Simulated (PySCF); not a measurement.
# [Er(SH)2]+: other functionals and bases at one geometry

Aim: see how levels, charges and forces of [Er(SH)2]+ depend on the level of theory. The species was built from a template and needn't be a known compound.

Method: several levels, as the steps say, no spin–orbit coupling; program: PySCF 2.14.0.

## Step 1: The system as given

5 atoms, charge 1, spin multiplicity 1.

Bond lengths: Er1–S2 2.458 Å, Er1–S4 2.458 Å, S2–H3 1.356 Å, S4–H5 1.356 Å. Angles: S2–Er1–S4 112.0°, Er1–S2–H3 98.3°, Er1–S4–H5 98.3°.

Geometry (Å):

| atom | x (Å) | y (Å) | z (Å) |
| --- | --- | --- | --- |
| Er1 | -1.4914 | 0.0000 | 0.0000 |
| S2 | -0.1164 | 0.3772 | 2.0020 |
| H3 | 1.1047 | 0.2686 | 1.4228 |
| S4 | -0.1164 | -0.3772 | -2.0020 |
| H5 | 1.1047 | -0.2686 | -1.4228 |

Formal oxidation states: Er +3. Each metal's 11 4f electrons lie in its core potential, so multiplicities, spins and levels count the valence alone. An earlier session relaxed this geometry at PBE0, Er lcecp-1-SVP with ECP57, S def2-SVP, H def2-SVP (singlet, point group C2v).

At PBE0 on the finer grid: E = -835.125795 Eh, HOMO -12.28 eV, LUMO -7.66 eV, Mulliken charge on Er1 +1.10 e, largest force component 0.005 eV/Å. 

Levels to run: BP86; wB97X; TPSSh; B3LYP; PBE0, TZVP. Hardware: 2 threads of Arm Neoverse V1, shared host.

## Step 2: BP86

Input file run.py (the lines that set the calculation):

```python
mol = gto.M(atom='''
Er    -1.49136     0.00000     0.00000
S     -0.11645     0.37722     2.00197
H      1.10466     0.26855     1.42282
S     -0.11645    -0.37722    -2.00197
H      1.10466    -0.26855    -1.42282''',
    basis={'Er': 'lcecp-1-SVP', 'S': 'def2-SVP', 'H': 'def2-SVP'},
    ecp={'Er': 'lcecp-1-SVP'},
    charge=1, spin=0)
mf = dft.RKS(mol, xc='B88,P86')
mf.grids.atom_grid = (75, 302)  # f atoms: unpruned, at least (60, 302)
mf = mf.density_fit()  # fitting sets: Er AutoAux, S def2-universal-JKFIT, H def2-universal-JKFIT
mf.conv_tol = 1e-08; mf.max_cycle = 55
mf.kernel(dm0)  # dm0: the density of the relaxed state
```

Started as:

```
$ OMP_NUM_THREADS=2 python run.py
```

## Step 3: wB97X

Edit run.py (the lines that set the calculation) of step 2 so:

```diff
@@ -9,3 +9,3 @@
     charge=1, spin=0)
-mf = dft.RKS(mol, xc='B88,P86')
+mf = dft.RKS(mol, xc='WB97X')
 mf.grids.atom_grid = (75, 302)  # f atoms: unpruned, at least (60, 302)
```

## Step 4: TPSSh

Edit run.py (the lines that set the calculation) of step 3 so:

```diff
@@ -9,3 +9,3 @@
     charge=1, spin=0)
-mf = dft.RKS(mol, xc='WB97X')
+mf = dft.RKS(mol, xc='TPSSH')
 mf.grids.atom_grid = (75, 302)  # f atoms: unpruned, at least (60, 302)
```

## Step 5: B3LYP

Edit run.py (the lines that set the calculation) of step 4 so:

```diff
@@ -9,3 +9,3 @@
     charge=1, spin=0)
-mf = dft.RKS(mol, xc='TPSSH')
+mf = dft.RKS(mol, xc='B3LYP')
 mf.grids.atom_grid = (75, 302)  # f atoms: unpruned, at least (60, 302)
```

## Step 6: PBE0, TZVP

Basis: Er lcecp-1-TZVP with ECP57, S def2-TZVP, H def2-TZVP. 

Input file run.py (the lines that set the calculation):

```python
mol = gto.M(atom='''
Er    -1.49136     0.00000     0.00000
S     -0.11645     0.37722     2.00197
H      1.10466     0.26855     1.42282
S     -0.11645    -0.37722    -2.00197
H      1.10466    -0.26855    -1.42282''',
    basis={'Er': 'lcecp-1-TZVP', 'S': 'def2-TZVP', 'H': 'def2-TZVP'},
    ecp={'Er': 'lcecp-1-TZVP'},
    charge=1, spin=0)
mf = dft.RKS(mol, xc='PBE0')
mf.grids.atom_grid = (75, 302)  # f atoms: unpruned, at least (60, 302)
mf = mf.density_fit()  # fitting sets: Er AutoAux, S def2-universal-JKFIT, H def2-universal-JKFIT
mf.conv_tol = 1e-08; mf.max_cycle = 55
mf.kernel(dm0)  # dm0: free metal ions and neutral atoms
```

Before running it: what results should come out? Wanted: for each run, HOMO; gap; charge on Er1; dipole; largest force.

The runs gave:

| level | state | HOMO (eV) | gap (eV) | charge on Er1 (e) | dipole (D) | largest force (eV/Å) | basis functions | time |
| --- | --- | --- | --- | --- | --- | --- | --- | --- |
| PBE0 (relaxed here) | singlet | -12.28 | 4.62 | 1.10 | 3.47 | 0.01 | 79 | 7 s |
| BP86 | singlet | -11.28 | 2.97 | 0.98 | 2.91 | 0.28 | 79 | 3.3 s |
| wB97X | singlet | -14.52 | 8.81 | 1.14 | 4.08 | 0.13 | 79 | 3.7 s |
| TPSSh | singlet | -11.69 | 3.79 | 1.13 | 3.47 | 0.26 | 79 | 3.9 s |
| B3LYP | singlet | -12.00 | 4.03 | 1.04 | 3.35 | 0.29 | 79 | 2.7 s |
| PBE0, TZVP | singlet | -12.19 | 4.61 | 1.42 | 3.75 | 0.21 | 133 | 7.6 s |

Times are on 2 threads of Arm Neoverse V1, shared host; the first row also made further properties. The dipole of a charged species depends on the origin, so these sizes hold for this origin alone.

In one basis the HOMO–LUMO gap runs from 2.97 eV (BP86) to 8.81 eV (wB97X); the widest gap comes with exact exchange. The largest leftover force, 0.29 eV/Å with B3LYP, stands at a geometry relaxed at another level. The Mulliken charge on Er spans +0.98 to +1.42 e over the levels. With 4f in the core, its levels are missing from HOMO and gap. Total energies of different levels can't be compared. Spin–orbit coupling is left out throughout.
